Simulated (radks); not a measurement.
**Taking charge from the 4p level of Rb in fractions**

One table from this session's results is given with a row withheld; the runs are named, their logs left out.

The numbers are computed with radks (a radial shooting solver on a logarithmic mesh, Libxc functionals) version 1 (Dirac Kohn-Sham, PBEsol, spin-unpolarised, spherical densities, finite nucleus; open shells are shared between the two j in proportion to 2j + 1), except any that are marked as measured or tabulated.

### Starting point

| Property | Result |
| --- | --- |
| element | rubidium (Z = 37) |
| charge | 0 |
| electrons | 37 |
| configuration | [Kr] 5s1 |
| nuclear rms radius | 4.2036 fm |

Outer shells as boxes (Hund's rule):

Rb
```
[Kr] core
5s [↑ ]
```

The first run:

Input:

```text
Z 37
configuration [Kr] 5s1
relativity Dirac
functional pbe_sol,pbe_sol
spin unpolarised
j_filling average
nucleus finite rms 4.2036 fm
c 137.035999084
```

Steps of the session up to this table: Start: [Kr] 5s1.

One of the session's tables, all rows but one given; the rest of the session is left out.

It belongs to the step «Start: [Kr] 5s1». Radial moments (bohr):

```
level     <r>  outermost maximum (interpolated)  90 % within  nodes
3p1/2  0.5119                             0.441        0.780      1
3p3/2  0.5224                             0.450        0.795      1
3d3/2  0.5233                             0.391        0.853      0
3d5/2  0.5271                             0.394        0.859      0
4s1/2       ?                                 ?            ?      ?
4p1/2   1.700                              1.41         2.58      2
4p3/2   1.739                              1.44         2.64      2
5s1/2   5.249                              4.41         7.89      4
```

Q: Estimate the row for 4s1/2 from the others.

As computed: <r>: 1.455; outermost maximum (interpolated): 1.26; 90 % within: 2.15; nodes: 3. In the column «<r>» it lies between 3d5/2 (0.5271) and 4p1/2 (1.700).
